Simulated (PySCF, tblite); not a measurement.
# C₅H₆OP₂: geometry, infrared bands and NMR shifts

Aim: predict the infrared bands and NMR shifts of C₅H₆OP₂ (`COc1cpccp1`).

Programs: tblite 0.8.0 and PySCF 2.14.0, with density-fitted response routines of our own. Each step states its level of theory. These are calculated values for one molecule in the gas phase, unless marked as measured. Atoms are numbered from 0 throughout.

### Step 1. Starting geometry

14 atoms, charge 0, multiplicity 1; geometry from: force field or distance geometry start.

Bonds of the start (Å): C0–O1 1.39, O1–C2 1.38, C2–C3 1.39, C3–P4 1.73, P4–C5 1.74, C5–C6 1.38, C6–P7 1.75, P7–C2 1.73, C0–H8 1.13, C0–H9 1.08, C0–H10 1.13, C3–H11 1.09, C5–H12 1.08, C6–H13 1.08.

### Step 2. Optimising the geometry with GFN2-xTB

What the job is given:

```
{"job": {"kind": "relax", "xc": "GFN2-xTB", "basis": "xTB"}, "charge": 0, "multiplicity": 1}
C     -2.723500    -0.457700    -0.375800
O     -1.857000     0.228900     0.473100
C     -0.481800     0.237800     0.371000
C      0.242600     0.976500     1.299300
P      1.974600     1.051300     1.255400
C      2.853700     0.227300     0.003900
C      2.168700    -0.497700    -0.943600
P      0.426900    -0.568300    -0.857700
H     -3.535800     0.224800    -0.750000
H     -2.237600    -0.988200    -1.181400
H     -3.236800    -1.222700     0.285900
H     -0.247500     1.507900     2.115700
H      3.933300     0.297600     0.001500
H      2.719500    -1.018200    -1.719400
```

On the command line:

```sh
OMP_NUM_THREADS=1 python probes_run.py task.json out
```

One launch serves the whole session: the jobs run in the order shown.

**Question.** This job is followed by: GFN2-xTB harmonic vibrations, gas phase; GIAO PBE0/pcSseg-1 NMR shielding, non-relativistic, gas phase. What will the session give for the following? strongest single infrared mode (GFN2-xTB); zero-point energy (GFN2-xTB); 13C shifts against TMS (PBE0/pcSseg-1); 1H shifts against TMS (PBE0/pcSseg-1, means over atoms taken as alike); 17O shifts against H2O (PBE0/pcSseg-1); 31P shifts against H3PO4 (PBE0/pcSseg-1).

The runs gave:

| quantity | value |
| --- | --- |
| strongest single infrared mode (GFN2-xTB) | 1170 cm⁻¹, 218 km/mol |
| zero-point energy (GFN2-xTB) | 60.8 kcal/mol |
| 13C shifts against TMS (PBE0/pcSseg-1) | 203.3, 166.3, 156.9, 152.6, 59.0 ppm |
| 1H shifts against TMS (PBE0/pcSseg-1, means over atoms taken as alike) | 9.66, 9.19, 9.17, 4.22 ppm |
| 17O shifts against H2O (PBE0/pcSseg-1) | 168.9 ppm |
| 31P shifts against H3PO4 (PBE0/pcSseg-1) | 257.6, 171.3 ppm |

In words: Over 94 steps the energy fell by 1.368 eV; of the close pairs, C0–H10 changed most, 1.134 to 1.096 Å. All 36 modes are real, so the xTB geometry is a minimum. The strongest single mode, at 1170 cm⁻¹, is spread over many atoms; the largest shares are those of O1, C2. GFN2-xTB is a fitted tight-binding method: band positions and strengths are rough. Its intensities can rank the bands wrongly. At PBE0/pcSseg-1: The largest span, 745 ppm, is at P4, where the paramagnetic term is -906 ppm. NICS(1)zz of -24 ppm above the planar ring from C2 marks a diatropic (aromatic) ring current.
